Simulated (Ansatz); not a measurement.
The system is GaSb3.

```
Sb Ga
1.0
     0.00000    3.73060    3.73060
     3.73060    0.00000    3.73060
     3.73060    3.73060    0.00000
Sb Ga
3 1
Direct
  0.50000 0.50000 0.50000
  0.75000 0.75000 0.75000
  0.25000 0.25000 0.25000
  0.00000 0.00000 0.00000
```

The cell comes from a database or a generator and needn't be the stable form of this composition.

| Quantity | Value |
| --- | --- |
| Program | Ansatz 0.2.0 |
| Task | relaxation of cell and atoms |
| Functional | PBEsol |
| Potentials or basis | Ansatz PAW |
| Cutoff | 420 eV (not typed: the program's choice for these potentials) |
| k mesh | 6 × 6 × 6 |
| Occupations | fermi-dirac, width 0.05 eV |
| Spin | no spin polarisation |

At the start: volume 25.96 Å³/atom.

Q: Where does the relaxation end?

A: It ends after 5 steps and the volume is 24.24 Å³/atom (-6.6 %); space group Fm-3m (No. 225, to 0.05 Å).

Step by step:
| step | energy change (eV) | largest force (eV/Å) | volume (Å³) |
| --- | --- | --- | --- |
| 1 | 0.0000 | 0.0000 | 103.84 |
| 2 | -0.0759 | 0.0000 | 95.20 |
| 3 | -0.0814 | 0.0000 | 97.24 |
| 4 | -0.0816 | 0.0000 | 96.94 |
| 5 | -0.0798 | 0.0000 | 96.94 |

Final structure:
```
Sb Ga
1.0
     0.00000    3.64607    3.64607
     3.64607    0.00000    3.64607
     3.64607    3.64607    0.00000
Sb Ga
3 1
Direct
  0.50000 0.50000 0.50000
  0.75000 0.75000 0.75000
  0.25000 0.25000 0.25000
  0.00000 0.00000 0.00000
```

Caveat: the plane-wave basis is chosen anew once the cell has moved, so the energies of steps on either side of that aren't comparable; the PAW data sets come from PBE, with cores solved anew for the run's functional, which leaves a small shift of forces and pressure.
